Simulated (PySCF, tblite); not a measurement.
**C₃H₁₀GeSi: a rotation path, then NMR shifts on frames, part 1 of 2**

How do NMR shifts of C₃H₁₀GeSi (`C=[CH][GeH2][CH2][SiH3]`) change as the atoms move?

The runs use tblite 0.8.0 and PySCF 2.14.0, with density-fitted response routines of our own; the level of theory stands in each step. All values are computed, except where a source is named. Atoms are numbered from 0 throughout.

## 1. Starting geometry

15 atoms, charge 0, multiplicity 1; geometry from: GFN2-xTB.

Bonds of the start (Å): C0–C1 1.32, C1–Ge2 1.96, Ge2–C3 1.97, C3–Si4 1.90, C0–H5 1.08, C0–H6 1.08, C1–H7 1.08, Ge2–H8 1.51, Ge2–H9 1.51, C3–H10 1.09, C3–H11 1.09, Si4–H12 1.47, Si4–H13 1.46, Si4–H14 1.46.

## 2. A band between two rotamers with GFN2-xTB

The job: settings as JSON, then the geometry in Å.

```
{"job": {"kind": "neb", "xc": "GFN2-xTB", "basis": "xTB", "atoms": [1, 2, 3, 4], "turn": 120}, "charge": 0, "multiplicity": 1}
C     -2.647759    -0.938450    -0.017328
C     -2.277395     0.241957    -0.485000
Ge    -0.427873     0.872996    -0.587280
C      0.890108    -0.471365    -0.010455
Si     2.686456     0.133081    -0.124900
H     -1.924597    -1.652419     0.346822
H     -3.680654    -1.252169     0.026793
H     -3.039385     0.925082    -0.840837
H     -0.304422     2.131850     0.235230
H     -0.155345     1.315097    -2.003939
H      0.765973    -1.362796    -0.625898
H      0.665916    -0.764669     1.015333
H      3.568729    -0.969168     0.273355
H      2.986332     0.527223    -1.503094
H      2.889502     1.271739     0.773630
```

Method: GFN2-xTB climbing-image nudged elastic band, gas phase.

The run is started by

```sh
$ OMP_NUM_THREADS=1 python probes_run.py task.json out
```

The driver reads the jobs from task.json and runs them one after another.

Standard output:

```text
image   E - E0 / eV
  0      -0.0000
  1       0.0068
  2       0.0220
  3       0.0384
  4       0.0467
  5       0.0404
  6       0.0205
  7      -0.0033
  8      -0.0146
```

Run time: 2.2 s. Hardware: 1 thread of Arm Neoverse V2, shared host; peak memory 0.18 GiB.

The final band, with the dihedral C1–Ge2–C3–Si4:

| image | dihedral (°) | energy (eV) | energy (kcal/mol) |
| --- | --- | --- | --- |
| 0 | 179 | 0.000 | 0.0 |
| 1 | 193 | 0.007 | 0.2 |
| 2 | 207 | 0.022 | 0.5 |
| 3 | 220 | 0.038 | 0.9 |
| 4 | 234 | 0.047 | 1.1 |
| 5 | 248 | 0.040 | 0.9 |
| 6 | 262 | 0.020 | 0.5 |
| 7 | 275 | -0.003 | -0.1 |
| 8 | 290 | -0.015 | -0.3 |

## 3. Shielding tensors: image 0, PBE0/pcSseg-1

The job: settings as JSON, then the geometry in Å.

```
{"job": {"kind": "nmr", "xc": "PBE0", "basis": "pcSseg-1", "pop": false}, "charge": 0, "multiplicity": 1}
C     -2.647800    -0.938400    -0.017300
C     -2.277400     0.242000    -0.485000
Ge    -0.427900     0.873000    -0.587300
C      0.890100    -0.471400    -0.010500
Si     2.686500     0.133100    -0.124900
H     -1.924600    -1.652400     0.346800
H     -3.680700    -1.252200     0.026800
H     -3.039400     0.925100    -0.840800
H     -0.304400     2.131800     0.235200
H     -0.155300     1.315100    -2.003900
H      0.766000    -1.362800    -0.625900
H      0.665900    -0.764700     1.015300
H      3.568700    -0.969200     0.273400
H      2.986300     0.527200    -1.503100
H      2.889500     1.271700     0.773600
```

Method: GIAO PBE0/pcSseg-1 NMR shielding, non-relativistic, gas phase.

Standard output:

```text
coarse grid: 54088 points
cycle   1  E = -2485.9388822511  dE = -5.364e-01  |g| = 9.168e-01  |ddm| = 3.470e+00
cycle   2  E = -2485.9055122646  dE =  3.337e-02  |g| = 9.491e-01  |ddm| = 9.639e-01
cycle   3  E = -2486.0133687686  dE = -1.079e-01  |g| = 8.864e-02  |ddm| = 6.306e-01
cycle   4  E = -2486.0147929051  dE = -1.424e-03  |g| = 3.196e-02  |ddm| = 1.034e-01
cycle   5  E = -2486.0150594576  dE = -2.666e-04  |g| = 6.991e-03  |ddm| = 3.252e-02
cycle   6  E = -2486.0150699748  dE = -1.052e-05  |g| = 2.559e-03  |ddm| = 6.900e-03
cycle   7  E = -2486.0150714510  dE = -1.476e-06  |g| = 7.604e-04  |ddm| = 2.314e-03
final grid: 112312 points
cycle   8  E = -2486.0150580128  dE =  1.875e-07  |g| = 1.194e-03  |ddm| = 2.051e-03
cycle   9  E = -2486.0150572996  dE =  7.132e-07  |g| = 2.061e-03  |ddm| = 2.536e-03
cycle  10  E = -2486.0150583831  dE = -1.084e-06  |g| = 1.266e-04  |ddm| = 1.533e-03
cycle  11  E = -2486.0150583870  dE = -3.890e-09  |g| = 2.157e-05  |ddm| = 1.201e-04
cycle  12  E = -2486.0150583871  dE = -9.186e-11  |g| = 2.247e-06  |ddm| = 2.237e-05
converged SCF energy = -2486.0150583871

GIAO shielding tensors (ppm)
atom      isotropic    diamagn.    paramagn.     s11        s22        s33       span
  0 C       47.074     255.781    -208.707    -78.572     53.754    166.040    244.613
  1 C       43.236     259.916    -216.681    -71.402     30.887    170.222    241.624
  2 Ge    1477.331    2756.269   -1278.938   1349.973   1463.424   1618.596    268.623
  3 C      202.753     256.761     -54.008    195.166    200.568    212.525     17.359
  4 Si     421.905     878.946    -457.041    397.901    399.455    468.359     70.458
  5 H       25.687      33.939      -8.252     22.234     23.740     31.087      8.853
  6 H       25.233      28.013      -2.780     22.286     24.345     29.069      6.783
  7 H       25.122      30.193      -5.072     23.553     23.636     28.176      4.623
  8 H       27.504      30.510      -3.006     20.668     23.135     38.710     18.042
  9 H       27.523      30.452      -2.929     20.630     23.207     38.731     18.101
 10 H       31.735      32.752      -1.018     25.521     29.458     40.224     14.703
 11 H       31.671      33.363      -1.692     25.456     29.458     40.100     14.644
 12 H       27.433      27.984      -0.551     23.527     25.128     33.646     10.119
 13 H       27.763      28.584      -0.821     23.929     26.293     33.066      9.137
 14 H       27.752      28.641      -0.889     24.021     26.111     33.125      9.104
```

Wall time 17 s (1 thread of Arm Neoverse V2, shared host); peak memory 0.78 GiB.

Shifts follow as δ = σ(reference) − σ, with reference shieldings (ppm) from runs at the same level and on the same kind of geometry: 1H TMS 31.72, 13C TMS 186.9, 29Si TMS 349.2, 73Ge GeMe4 1331. The references are single molecules in the gas phase. Each atom is listed at this fixed geometry, with no averaging over motion; a spectrum would average atoms that exchange fast.

| atoms | environment | σ (ppm) | δ (ppm) |
| --- | --- | --- | --- |
| C1 | alkene CH | 43.2 | 143.7 |
| C0 | terminal =CH2 carbon | 47.1 | 139.9 |
| C3 | sp3 CH2 bonded to Ge and Si | 202.8 | -15.8 |
| H7 | hydrogen on an alkene CH | 25.12 | 6.60 |
| H6 | hydrogen on a terminal =CH2 carbon | 25.23 | 6.48 |
| H5 | hydrogen on a terminal =CH2 carbon | 25.69 | 6.03 |
| H12 | hydrogen on a silicon bonded to C | 27.43 | 4.28 |
| H8 | hydrogen on a germanium bonded to 2 C | 27.50 | 4.21 |
| H9 | hydrogen on a germanium bonded to 2 C | 27.52 | 4.19 |
| H14 | hydrogen on a silicon bonded to C | 27.75 | 3.96 |
| H13 | hydrogen on a silicon bonded to C | 27.76 | 3.95 |
| H11 | hydrogen on an sp3 CH2 bonded to Ge and Si | 31.67 | 0.05 |
| H10 | hydrogen on an sp3 CH2 bonded to Ge and Si | 31.73 | -0.02 |
| Ge2 | germanium bonded to 2 C, 2 H | 1477 | -146 |
| Si4 | silicon bonded to C, 3 H | 421.9 | -72.7 |

## 4. NMR shieldings: image 2, PBE0/pcSseg-1

The job: settings as JSON, then the geometry in Å.

```
{"job": {"kind": "nmr", "xc": "PBE0", "basis": "pcSseg-1", "pop": false}, "charge": 0, "multiplicity": 1}
C     -2.607000    -0.834500     0.216800
C     -2.262900     0.276000    -0.413500
Ge    -0.420700     0.791300    -0.829100
C      0.917100    -0.562700    -0.308000
Si     2.631600     0.166500     0.059700
H     -1.866200    -1.545600     0.552300
H     -3.632300    -1.091500     0.434900
H     -3.041700     0.961900    -0.728900
H     -0.137100     2.116600    -0.163900
H     -0.334500     1.083500    -2.307600
H      0.988400    -1.305500    -1.102500
H      0.557600    -1.085300     0.578600
H      3.548800    -0.932500     0.381700
H      3.128700     0.899400    -1.106300
H      2.525800     1.070300     1.208200
```

Level: GIAO PBE0/pcSseg-1 NMR shielding, non-relativistic, gas phase.

Standard output:

```text
coarse grid: 54088 points
cycle   1  E = -2485.9382981621  dE = -5.393e-01  |g| = 9.165e-01  |ddm| = 3.469e+00
cycle   2  E = -2485.9048939664  dE =  3.340e-02  |g| = 9.490e-01  |ddm| = 9.600e-01
cycle   3  E = -2486.0127654196  dE = -1.079e-01  |g| = 8.865e-02  |ddm| = 6.277e-01
cycle   4  E = -2486.0141865431  dE = -1.421e-03  |g| = 3.202e-02  |ddm| = 1.033e-01
cycle   5  E = -2486.0144543633  dE = -2.678e-04  |g| = 7.008e-03  |ddm| = 3.261e-02
cycle   6  E = -2486.0144649490  dE = -1.059e-05  |g| = 2.560e-03  |ddm| = 6.901e-03
cycle   7  E = -2486.0144664256  dE = -1.477e-06  |g| = 7.637e-04  |ddm| = 2.318e-03
final grid: 112312 points
cycle   8  E = -2486.0144259113  dE =  1.896e-07  |g| = 1.225e-03  |ddm| = 2.227e-03
cycle   9  E = -2486.0144251636  dE =  7.476e-07  |g| = 2.112e-03  |ddm| = 2.603e-03
cycle  10  E = -2486.0144263018  dE = -1.138e-06  |g| = 1.322e-04  |ddm| = 1.573e-03
cycle  11  E = -2486.0144263060  dE = -4.236e-09  |g| = 2.158e-05  |ddm| = 1.225e-04
cycle  12  E = -2486.0144263061  dE = -9.913e-11  |g| = 2.568e-06  |ddm| = 2.441e-05
converged SCF energy = -2486.0144263061

GIAO shielding tensors (ppm)
atom      isotropic    diamagn.    paramagn.     s11        s22        s33       span
  0 C       47.362     255.887    -208.525    -78.774     53.867    166.993    245.767
  1 C       43.892     260.066    -216.174    -70.878     31.933    170.621    241.498
  2 Ge    1480.069    2755.976   -1275.907   1354.743   1467.663   1617.802    263.059
  3 C      204.918     256.771     -51.853    198.027    202.336    214.390     16.363
  4 Si     420.894     879.059    -458.164    391.948    405.090    465.644     73.696
  5 H       25.658      33.936      -8.278     22.283     23.623     31.068      8.785
  6 H       25.236      28.177      -2.941     22.293     24.339     29.076      6.783
  7 H       25.108      30.150      -5.042     23.536     23.693     28.095      4.560
  8 H       27.569      30.523      -2.954     20.505     23.612     38.590     18.085
  9 H       27.463      30.125      -2.663     20.780     22.649     38.959     18.179
 10 H       31.838      31.854      -0.016     25.796     28.774     40.943     15.147
 11 H       31.609      33.949      -2.340     24.771     30.116     39.940     15.169
 12 H       27.443      28.095      -0.652     23.541     25.100     33.689     10.148
 13 H       27.786      28.595      -0.809     23.958     26.276     33.123      9.165
 14 H       27.770      28.956      -1.186     24.068     26.166     33.075      9.006
```

It took 18 s on 1 thread of Arm Neoverse V2, shared host; peak memory 0.93 GiB.

In short: δ C1 143.0, C0 139.6, C3 -18.0, Ge2 -149, H7 6.61, H6 6.48 ppm.

(Continued in part 2 of 2.)
